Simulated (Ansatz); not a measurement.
# C2H4AlF: the cost of one run

All numbers below are computed with Ansatz 0.2.0 (RHF/def2-SVP).

## 1. The system as given

Bond lengths: F1–C2 1.312 Å, C2–C3 1.324 Å, C3–Al4 1.992 Å, C2–H5 1.104 Å, C3–H6 1.089 Å, Al4–H7 1.577 Å, Al4–H8 1.592 Å. Angles: F1–C2–C3 119.2°, F1–C2–H5 120.0°, C3–C2–H5 120.8°, C2–C3–Al4 120.8°, C2–C3–H6 119.7°, Al4–C3–H6 119.2°, C3–Al4–H7 120.4°, C3–Al4–H8 118.9°, H7–Al4–H8 120.4°.

As a file:

```xyz
8

F    -0.4570    2.5416    0.2343
C    -0.1622    1.3594   -0.2536
C    -0.2563    0.2964    0.5296
Al    0.3444   -1.4934   -0.1059
H     0.1720    1.2616   -1.3009
H    -0.5538    0.4184    1.5703
H     0.7876   -1.7002   -1.6051
H     0.2175   -2.7409    0.8755
```

## 2. Relaxing end A

input.yaml reads:

```yaml
crystal:
  periodic: [false, false, false]
  atoms:
    - { symbol: F, position_ang: [-0.457, 2.5416, 0.2343] }
    - { symbol: C, position_ang: [-0.1622, 1.3594, -0.2536] }
    - { symbol: C, position_ang: [-0.2563, 0.2964, 0.5296] }
    - { symbol: Al, position_ang: [0.3444, -1.4934, -0.1059] }
    - { symbol: H, position_ang: [0.172, 1.2616, -1.3009] }
    - { symbol: H, position_ang: [-0.5538, 0.4184, 1.5703] }
    - { symbol: H, position_ang: [0.7876, -1.7002, -1.6051] }
    - { symbol: H, position_ang: [0.2175, -2.7409, 0.8755] }
basis:
  gaussian: { orbitals: def2-SVP }
hamiltonian:
  xc: hf
relax:
  f_tol: 0.015
  max_steps: 40
```

The run is started by

```sh
ansatz run input.yaml --threads 1 --pin off --max-ram 2048MiB --backend cpu --events-out ev --progress --plain --runs-dir out
```

Q: Estimate wall time and peak memory on 1 thread of AMD EPYC 7R43 (Zen 3), shared host.

About 9.7 s, with a peak of 0.15 GiB.
